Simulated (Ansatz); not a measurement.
# A workflow on B2Cl4 (SMILES ClB(Cl)B(Cl)Cl)

We compute a series of 16 runs (HF/STO-3G, UHF/STO-3G, HF/3-21G, UHF/3-21G, HF/6-31G*, B3LYP/6-31G*, PBE/def2-SVP, MP2/6-31G*) of B2Cl4. 

The results are computed with Ansatz 0.2.0.

## Step 1: Starting point

B2Cl4: 6 atoms, total charge 0, spin state singlet. As SMILES, `ClB(Cl)B(Cl)Cl`. The shape is that of a PBE0-D4/def2-TZVP optimisation. The run starts from this shape.

Bond lengths: Cl1–B2 1.741 Å, B2–Cl3 1.741 Å, B2–B4 1.684 Å, B4–Cl5 1.741 Å, B4–Cl6 1.741 Å. Angles: Cl1–B2–Cl3 119.8°, Cl1–B2–B4 120.1°, Cl3–B2–B4 120.1°, B2–B4–Cl5 120.1°, B2–B4–Cl6 120.1°, Cl5–B4–Cl6 119.8°.

## Step 2: A geometry optimisation at HF/STO-3G (run 1)

Input file input.yaml:

```yaml
basis:
  gaussian:
    orbitals: STO-3G
crystal:
  periodic: [false, false, false]
  atoms:
    - {symbol: Cl, position_ang: [-1.123640, -1.972940, -0.236680]}
    - {symbol: B, position_ang: [-0.193100, -0.677670, 0.461210]}
    - {symbol: Cl, position_ang: [0.337080, -0.788660, 2.115680]}
    - {symbol: B, position_ang: [0.193010, 0.677780, -0.461090]}
    - {symbol: Cl, position_ang: [1.665160, 0.711950, -1.389680]}
    - {symbol: Cl, position_ang: [-0.878510, 2.049540, -0.489430]}
hamiltonian:
  xc: hf
relax:
  f_tol: 0.002
output: {orbitals: {seedname: orbitals}}
```

The run is started by

```bash
$ ansatz run input.yaml --threads 1 --pin off --max-ram 3480MiB --events-out events.jsonl --progress --plain --runs-dir runs
```

Output, shortened:

```text
Warning: RAYON_NUM_THREADS=1 ignored (pool sized by the plan → 1); use --threads N
[...]
Functional definition: HF
  name "HF"
[...]
598 factors; integrals over basis functions are off by at most 4.4e-5 eV
[...]
mean field -50809.73873754 eV, -1867.2234585266 hartree, gradient 2.3e-5 eV, S^2 0.000000; 0 other end points of the search recorded, 0 dependent functions left out
[...]
reference -50809.73873754 eV, -1867.2234585266 hartree; 39, 39 occupied and 7, 7 virtual orbitals, 598 factors
relax step   1: F+E_penalty+E_count = -50809.73873754 eV  Δ(F+E_penalty+E_count) = +0.000e0 eV  max|allowed force component| = 1.014e0 eV/Å  Δτ_max = 0.0000 Å  (27 SCF iters, accepted)
[...]
relax step   5: F+E_penalty+E_count = -50809.80017284 eV  Δ(F+E_penalty+E_count) = +1.529e-3 eV  max|allowed force component| = 1.517e-1 eV/Å  Δτ_max = 0.0184 Å  (22 SCF iters, rejected (line search))
[...]
relax step   6: F+E_penalty+E_count = -50809.80180860 eV  Δ(F+E_penalty+E_count) = -1.069e-4 eV  max|allowed force component| = 3.945e-4 eV/Å  Δτ_max = 0.0036 Å  (20 SCF iters, accepted)
598 factors; integrals over basis functions are off by at most 4.6e-5 eV
mean field -50809.80180860 eV, -1867.2257763456 hartree, gradient 5.6e-5 eV, S^2 0.000000; 1 other end points of the search recorded, 0 dependent functions left out
[...]
reference -50809.80180860 eV, -1867.2257763456 hartree; 39, 39 occupied and 7, 7 virtual orbitals, 598 factors
Total energy: -50809.80180860 eV, -1867.2257763456 hartree
Atom 0 at    -1.138648    -1.998307    -0.246992 Å, force    -0.000265     0.000029    -0.000190 eV/Å
Atom 1 at    -0.193343    -0.679680     0.462567 Å, force     0.000293    -0.000005    -0.000235 eV/Å
Atom 2 at     0.345188    -0.792419     2.145754 Å, force     0.000004     0.000395     0.000074 eV/Å
Atom 3 at     0.193241     0.679790    -0.462450 Å, force    -0.000127    -0.000216     0.000132 eV/Å
Atom 4 at     1.689843     0.715123    -1.408380 Å, force     0.000318    -0.000093    -0.000072 eV/Å
Atom 5 at    -0.896281     2.075494    -0.490490 Å, force    -0.000224    -0.000110     0.000291 eV/Å
Dipole moment:    -0.000071     0.000079     0.000078 e Å
```

Wall time 5.7 s (1 thread of Arm Neoverse V2, shared host); peak memory 0.11 GiB.

The path in brief:

```tsv
step	energy from the first frame kept (eV)	largest force (eV/Å)
1	0.0000	1.0713
2	-0.0557	0.3820
3	-0.0630	0.0427
4	-0.0630	0.0427
5	-0.0614	0.1616
6	-0.0631	0.0004
```

After the run. Bond lengths: Cl1–B2 1.771 Å, B2–Cl3 1.771 Å, B2–B4 1.689 Å, B4–Cl5 1.771 Å, B4–Cl6 1.771 Å. Angles: Cl1–B2–Cl3 119.7°, Cl1–B2–B4 120.1°, Cl3–B2–B4 120.1°, B2–B4–Cl5 120.1°, B2–B4–Cl6 120.1°, Cl5–B4–Cl6 119.7°.

## Step 3: The harmonic vibrations at HF/STO-3G (run 2)

Input file input.yaml:

```yaml
crystal:
  periodic: [false, false, false]
  atoms:
    - {symbol: Cl, position_ang: [-1.138648, -1.998307, -0.246992]}
    - {symbol: B, position_ang: [-0.193343, -0.679680, 0.462567]}
    - {symbol: Cl, position_ang: [0.345188, -0.792419, 2.145754]}
    - {symbol: B, position_ang: [0.193241, 0.679790, -0.462450]}
    - {symbol: Cl, position_ang: [1.689843, 0.715123, -1.408380]}
    - {symbol: Cl, position_ang: [-0.896281, 2.075494, -0.490490]}
basis:
  gaussian:
    orbitals: STO-3G
magnetization:
  spin_polarized: false
  initial_magnetization: 0
phonons:
  temperatures: {t_min: 298.15, t_max: 298.15, t_step: 1}
hamiltonian:
  xc: hf
```

The run is started by

```bash
$ ansatz run input.yaml --threads 1 --pin off --max-ram 3480MiB --events-out events.jsonl --progress --plain --runs-dir runs
```

Output, shortened:

```text
Warning: RAYON_NUM_THREADS=1 ignored (pool sized by the plan → 1); use --threads N
[... 2 set-up lines as earlier in the session ...]
[...]
595 factors; integrals over basis functions are off by at most 1.4e-5 eV
[...]
mean field -50809.80182665 eV, -1867.2257770088 hartree, gradient 2.5e-5 eV, S^2 0.000000; 0 other end points of the search recorded, 0 dependent functions left out
[...]
reference -50809.80182665 eV, -1867.2257770088 hartree; 39, 39 occupied and 7, 7 virtual orbitals, 595 factors
[...]
595 factors; integrals over basis functions are off by at most 1.4e-5 eV
[...]
mean field -50809.80179679 eV, -1867.2257759113 hartree, gradient 4.9e-7 eV, S^2 0.000000; 0 other end points of the search recorded, 0 dependent functions left out
[...]
reference -50809.80179679 eV, -1867.2257759113 hartree; 39, 39 occupied and 7, 7 virtual orbitals, 595 factors
[...]
595 factors; integrals over basis functions are off by at most 1.4e-5 eV
[...]
mean field -50809.80182072 eV, -1867.2257767910 hartree, gradient 4.9e-7 eV, S^2 0.000000; 0 other end points of the search recorded, 0 dependent functions left out
[...]
reference -50809.80182072 eV, -1867.2257767910 hartree; 39, 39 occupied and 7, 7 virtual orbitals, 595 factors
Total energy: -50809.80182665 eV, -1867.2257770088 hartree
Atom 0 at    -1.138648    -1.998307    -0.246992 Å, force    -0.000278     0.000007    -0.000198 eV/Å
Atom 1 at    -0.193343    -0.679680     0.462567 Å, force     0.000302     0.000010    -0.000210 eV/Å
Atom 2 at     0.345188    -0.792419     2.145754 Å, force     0.000001     0.000395     0.000060 eV/Å
Atom 3 at     0.193241     0.679790    -0.462450 Å, force    -0.000126    -0.000213     0.000131 eV/Å
Atom 4 at     1.689843     0.715123    -1.408380 Å, force     0.000323    -0.000089    -0.000076 eV/Å
Atom 5 at    -0.896281     2.075494    -0.490490 Å, force    -0.000222    -0.000110     0.000292 eV/Å
Dipole moment:    -0.000072     0.000080     0.000081 e Å
Vibrations: 31.60 109.83 109.84 186.74 315.88 448.54 550.66 550.68 836.21 1118.46 1118.47 1329.72 cm⁻¹, zero-point energy 0.415758 eV
```

It took 24 s on 1 thread of Arm Neoverse V2, shared host; peak memory 0.1 GiB.

Run 3 isn't shown in full; the table further down has it.

## Step 4: The doublet cation: a geometry optimisation at UHF/STO-3G (run 4)

Changes to input.yaml since step 3:

```diff
@@ -12,8 +12,8 @@
     orbitals: STO-3G
+total_charge: 1
 magnetization:
-  spin_polarized: false
-  initial_magnetization: 0
-phonons:
-  temperatures: {t_min: 298.15, t_max: 298.15, t_step: 1}
+  spin_polarized: true
+  initial_magnetization: 1
 hamiltonian:
   xc: hf
+relax: {}
```

The run is started by

```bash
$ ansatz run input.yaml --threads 1 --pin off --max-ram 3480MiB --events-out events.jsonl --progress --plain --runs-dir runs
```

Output, shortened:

```text
Warning: RAYON_NUM_THREADS=1 ignored (pool sized by the plan → 1); use --threads N
[...]
[... 2 set-up lines as earlier in the session ...]
[...]
590 factors; integrals over basis functions are off by at most 1.5e-5 eV
[...]
mean field -50799.48982557 eV, -1866.8468179587 hartree, gradient 2.8e-5 eV, S^2 0.763297; 2 other end points of the search recorded, 0 dependent functions left out
[...]
reference -50799.48982557 eV, -1866.8468179587 hartree; 39, 38 occupied and 7, 8 virtual orbitals, 590 factors
relax step   1: F+E_penalty+E_count = -50799.48982557 eV  Δ(F+E_penalty+E_count) = +0.000e0 eV  max|allowed force component| = 3.292e0 eV/Å  Δτ_max = 0.0000 Å  (225 SCF iters, accepted)
[...]
relax step   4: F+E_penalty+E_count = -50800.13208297 eV  Δ(F+E_penalty+E_count) = -4.196e-3 eV  max|allowed force component| = 1.744e-2 eV/Å  Δτ_max = 0.0116 Å  (24 SCF iters, accepted)
[...]
590 factors; integrals over basis functions are off by at most 1.7e-5 eV
[...]
mean field -50800.13227843 eV, -1866.8704276661 hartree, gradient 5.9e-5 eV, S^2 0.755705; 1 other end points of the search recorded, 0 dependent functions left out
[...]
reference -50800.13227843 eV, -1866.8704276661 hartree; 39, 38 occupied and 7, 8 virtual orbitals, 590 factors
Total energy: -50800.13227843 eV, -1866.8704276661 hartree
Atom 0 at    -1.136716    -1.906151    -0.378045 Å, force     0.001732     0.003359     0.000136 eV/Å
Atom 1 at    -0.216538    -0.761485     0.518234 Å, force     0.000280     0.000618    -0.000470 eV/Å
Atom 2 at     0.410120    -0.649092     2.116651 Å, force    -0.000450     0.001821    -0.003724 eV/Å
Atom 3 at     0.216567     0.761568    -0.518097 Å, force    -0.000348    -0.000771     0.000240 eV/Å
Atom 4 at     1.711358     0.568516    -1.347929 Å, force    -0.002556    -0.001430     0.002570 eV/Å
Atom 5 at    -0.984791     1.986645    -0.390806 Å, force     0.001343    -0.003597     0.001248 eV/Å
Dipole moment:     0.000023     0.000064     0.000104 e Å
```

Wall time 8.1 s (1 thread of Arm Neoverse V2, shared host); peak memory 0.15 GiB.

The path in brief:

```tsv
step	energy from the first frame kept (eV)	largest force (eV/Å)
1	0.0000	4.0905
2	-0.4653	2.2504
3	-0.6381	0.2460
4	-0.6423	0.0243
5	-0.6425	0.0042
```

After the run. Bond lengths: Cl1–B2 1.721 Å, B2–Cl3 1.721 Å, B2–B4 1.892 Å, B4–Cl5 1.721 Å, B4–Cl6 1.721 Å. Angles: Cl1–B2–Cl3 136.2°, Cl1–B2–B4 111.9°, Cl3–B2–B4 111.9°, B2–B4–Cl5 111.9°, B2–B4–Cl6 111.9°, Cl5–B4–Cl6 136.2°.

Runs 5 to 15 aren't shown in full; the table further down has their settings and results.

## Step 5: The harmonic vibrations at MP2/6-31G(d) (Cartesian functions) (run 16)

Input file run.yaml:

```yaml
crystal:
  periodic: [false, false, false]
  atoms:
    - {symbol: Cl, position_ang: [-1.124000, -1.974918, -0.236046]}
    - {symbol: B, position_ang: [-0.193889, -0.680532, 0.463039]}
    - {symbol: Cl, position_ang: [0.336298, -0.789675, 2.117205]}
    - {symbol: B, position_ang: [0.193913, 0.680506, -0.463064]}
    - {symbol: Cl, position_ang: [1.665823, 0.713251, -1.391319]}
    - {symbol: Cl, position_ang: [-0.878145, 2.051368, -0.489804]}
basis:
  gaussian: {orbitals: "6-31G*"}
correlation: {method: mp2}
phonons: {temperatures: {t_min: 298.15, t_max: 298.15, t_step: 1}}
```

The run is started by

```bash
$ ansatz run run.yaml --threads 1 --pin off --max-ram 3480MiB --events-out events.jsonl --progress --plain --runs-dir runs
```

Output, shortened:

```text
Warning: RAYON_NUM_THREADS=1 ignored (pool sized by the plan → 1); use --threads N
[... 2 set-up lines as earlier in the session ...]
[...]
1086 factors; integrals over basis functions are off by at most 1.8e-4 eV
[...]
mean field -51360.35058165 eV, -1887.4580705798 hartree, gradient 4.6e-6 eV, S^2 0.000000; 0 other end points of the search recorded, 0 dependent functions left out
22 core orbitals not correlated: weight in the atoms' cores, before any rotation towards them, 1.000 or more for the frozen orbitals, at most 0.000 for the correlated occupied ones
reference -51360.35058165 eV, -1887.4580705798 hartree; 17, 17 occupied and 67, 67 virtual orbitals, 1086 factors
second order -18.30121312 eV of doubles, -0.00000000 eV of singles
[...]
1086 factors; integrals over basis functions are off by at most 1.8e-4 eV
[...]
reference -51360.35061494 eV, -1887.4580718029 hartree; 17, 17 occupied and 67, 67 virtual orbitals, 1086 factors
second order -18.30117534 eV of doubles, -0.00000000 eV of singles
[...]
Total energy: -51378.65179477 eV, -1888.1306277569 hartree
Atom 0 at    -1.124000    -1.974918    -0.236046 Å, force     0.000079    -0.000081     0.000189 eV/Å
Atom 1 at    -0.193889    -0.680532     0.463039 Å, force     0.000135     0.000077    -0.000016 eV/Å
Atom 2 at     0.336298    -0.789675     2.117205 Å, force    -0.000167    -0.000208    -0.000036 eV/Å
Atom 3 at     0.193913     0.680506    -0.463064 Å, force    -0.000226    -0.000009     0.000096 eV/Å
Atom 4 at     1.665823     0.713251    -1.391319 Å, force    -0.000075     0.000152    -0.000089 eV/Å
Atom 5 at    -0.878145     2.051368    -0.489804 Å, force     0.000254     0.000070    -0.000144 eV/Å
Dipole moment:     0.000015    -0.000014    -0.000016 e Å
Vibrations: 22.79 101.48 101.52 179.31 307.45 420.11 520.84 521.02 772.38 983.02 983.02 1193.20 cm⁻¹, zero-point energy 0.378533 eV
Checks for a lower state left out: cluster_reference
```

Run time: 3.5 min. Hardware: 1 thread of Arm Neoverse V2, shared host; peak memory 0.26 GiB.

## Step 6: Overview of the runs

```tsv
run	level	task	walk f tol	partner	energy (Eh)	dipole moment (D)	wall time
1	HF/STO-3G	optimise	0.002	base	-1867.225776	0.00	5.7 s
2	HF/STO-3G	frequencies	–	base	-1867.225777	0.00	24 s
3	UHF/STO-3G	energy	–	cation	-1866.846810	–	2.3 s
4	UHF/STO-3G	optimise	–	cation	-1866.870428	–	8.1 s
5	HF/3-21G	optimise	0.002	base	-1878.410133	0.00	7.8 s
6	HF/3-21G	frequencies	–	base	-1878.410133	0.00	35 s
7	UHF/3-21G	energy	–	cation	-1877.982229	–	12 s
8	UHF/3-21G	optimise	–	cation	-1878.011302	–	28 s
9	HF/6-31G* (Cartesian functions)	optimise	0.002	base	-1887.458502	0.00	17 s
10	HF/6-31G* (Cartesian functions)	frequencies	–	base	-1887.458503	0.00	84 s
11	B3LYP/6-31G* (Cartesian functions)	optimise	0.002	base	-1890.645787	0.00	32 s
12	B3LYP/6-31G* (Cartesian functions)	frequencies	–	base	-1890.645787	0.00	2.2 min
13	PBE/def2-SVP	optimise	0.002	base	-1889.214500	0.00	14 s
14	PBE/def2-SVP	frequencies	–	base	-1889.214500	0.00	63 s
15	MP2/6-31G* (Cartesian functions)	optimise	0.002	base	-1888.130628	0.00	29 s
16	MP2/6-31G* (Cartesian functions)	frequencies	–	base	-1888.130628	0.00	3.5 min
```

## Step 7: Results

| quantity | value |
| --- | --- |
| run 16, MP2/6-31G*: total energy | -1888.13063 Eh |
| run 16, MP2/6-31G*: dipole moment (correlated density) | 0.00 D |
| run 16, MP2/6-31G*: correlation energy (22 core orbitals frozen) | -672.6 mEh |
| run 16, MP2/6-31G*: largest force on an atom | 0.000 eV/Å |
| run 16, MP2/6-31G*: lowest harmonic wavenumber | 23 cm⁻¹ |
| run 16, MP2/6-31G*: highest harmonic wavenumber | 1193 cm⁻¹ |
| run 16, MP2/6-31G*: zero-point energy | 36.5 kJ/mol |
| vertical ionisation energy (to the doublet cation), HF/STO-3G | 10.312 eV |
| vertical ionisation energy (to the doublet cation), HF/3-21G | 11.644 eV |
| adiabatic ionisation energy (to the doublet cation, no zero-point term), HF/STO-3G | 9.670 eV |
| adiabatic ionisation energy (to the doublet cation, no zero-point term), HF/3-21G | 10.853 eV |

At HF/STO-3G: the vertical ionisation energy comes to 10.31 eV (995 kJ/mol). In a minimal basis such a difference can be off by several eV, whatever the method. At HF/3-21G: the vertical ionisation energy comes to 11.64 eV (269 kcal/mol). At HF/STO-3G: the adiabatic ionisation energy (to the doublet cation, no zero-point term) is 9.67 eV (223 kcal/mol). At HF/3-21G: the adiabatic ionisation energy (to the doublet cation, no zero-point term) is 10.85 eV (1047 kJ/mol). Totals of different functionals can't be ranked against each other. In runs 1, 2, 3, 4 the basis is minimal, so the values are rough. All runs together took 12 min, the longest 3.5 min.
